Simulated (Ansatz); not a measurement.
I need a geometry optimisation of F3SSi, SMILES F[Si](F)(F)[S]. Use Ansatz's Python interface. Level of theory: Hartree-Fock, def2-SVP basis, multiplicity 2.

```xyz
5

F    -0.0108    0.0357    1.6445
Si    0.0468   -0.0807    0.0416
F    -0.4914   -1.5342   -0.3971
F     1.6516    0.1150   -0.4097
S    -1.1464    1.3905   -0.9206
```

The script, `opt_f3ssi.py`:
```python
# -*- coding: utf-8 -*-
"""Minimum-energy structure of F3SSi."""

import ansatz
import numpy as np

mol = (
    ansatz.Crystal.molecule()
    .atom("F", [-0.0108, 0.0357, 1.6445])
    .atom("Si", [0.0468, -0.0807, 0.0416])
    .atom("F", [-0.4914, -1.5342, -0.3971])
    .atom("F", [1.6516, 0.115, -0.4097])
    .atom("S", [-1.1464, 1.3905, -0.9206])
)

calc = mol.calculation().basis(gaussian="def2-SVP").functional("hf").spin("collinear", total=1)
symbols = [site.symbol for site in mol.cartesian_sites]
start = np.array([site.position_ang for site in mol.cartesian_sites], dtype=float)
r = calc.relax(force_tolerance=0.02).run(threads=1, backend="cpu").report
end = np.array(r["positions_ang"])

print("reference energy %16.6f eV" % r["reference_energy_ev"])
print("total energy     %16.6f eV" % r["free_energy_ev"])
print("occupied (up, down):", r["n_occupied"], " virtual:", r["n_virtual"], " frozen:", r["n_frozen"])

print("bond        before    after (A)")
for i, j in [(0, 1), (1, 2), (1, 3), (1, 4)]:
    d0, d1 = (np.linalg.norm(xyz[i] - xyz[j]) for xyz in (start, end))
    print(f"{symbols[i]}{i}-{symbols[j]}{j}".ljust(10), f"{d0:8.4f} {d1:8.4f}")
```

```console
$ python opt_f3ssi.py
reference energy    -26790.076653 eV
total energy        -26790.076653 eV
occupied (up, down): [29, 28]  virtual: [49, 50]  frozen: 0
bond        before    after (A)
F0-Si1       1.6082   1.5807
Si1-F2       1.6108   1.5801
Si1-F3       1.6785   1.5802
Si1-S4       2.1246   2.1033
```

Notes:
- Total energies depend on the basis set; only differences at equal settings carry meaning.
- The end point is the stationary point reached from this start; no frequency run checks that it is a minimum, and the basis set is modest.
- The species is open-shell (spin multiplicity 2).
- The whole script took 42 s on 1 thread of Arm Neoverse N1, on a shared host, peak memory 0.28 GiB.

(A comment or docstring line of the script was reworded after the run, the code is as it ran; lines on the test bed's own set-up are left out of the output.)
